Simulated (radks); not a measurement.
# Kr³⁺ in [Ar] 3d10 4s1.75 4p3 5p0.25: an all-electron calculation

One table from this session's results is given with a row withheld; the runs are named, their logs left out.

Program: radks (a radial shooting solver on a logarithmic mesh, Libxc functionals) version 1. Level of theory: Dirac Kohn-Sham, revPBE, spin-unpolarised, spherical densities, finite nucleus; open shells are shared between the two j in proportion to 2j + 1. These are calculated values, not measurements, unless marked.

### The system

```
element            : krypton (Z = 36)
charge             : +3
electrons          : 33
configuration      : [Ar] 3d10 4s1.75 4p3 5p0.25
nuclear rms radius : 4.1884 fm
```

The first run:

Input:

```text
Z 36
configuration [Ar] 3d10 4s1.75 4p3 5p0.25
relativity Dirac
functional pbe_r,pbe
spin unpolarised
j_filling average
nucleus finite rms 4.1884 fm
c 137.035999084
```

The run is started by

```sh
$ python run_ks.py task.json out
```

This one command runs every case of the session in turn.

One of the session's tables, all rows but one given; the rest of the session is left out.

It belongs to the step «Orbitals and density». Radial moments (bohr):

```
level      <r>  outermost maximum (interpolated)  90 % within  nodes
1s1/2  0.04148                            0.0271       0.0742      0
2s1/2   0.1832                             0.154        0.284      1
2p1/2   0.1573                             0.121        0.257      0
2p3/2   0.1613                             0.124        0.263      0
3s1/2        ?                                 ?            ?      ?
3p1/2   0.5327                             0.457        0.812      1
3p3/2   0.5431                             0.466        0.827      1
3d3/2   0.5507                             0.409        0.900      0
3d5/2   0.5545                             0.412        0.906      0
4s1/2    1.457                              1.30         2.12      3
4p1/2    1.631                              1.43         2.40      2
4p3/2    1.657                              1.45         2.44      2
5p1/2    3.868                              3.62         5.52      3
5p3/2    3.911                              3.66         5.57      3
```

Q: Estimate the row for 3s1/2 from the others.

As computed: <r>: 0.5296; outermost maximum (interpolated): 0.467; 90 % within: 0.787; nodes: 2. In the column «<r>» it lies between 2s1/2 (0.1832) and 3p1/2 (0.5327).
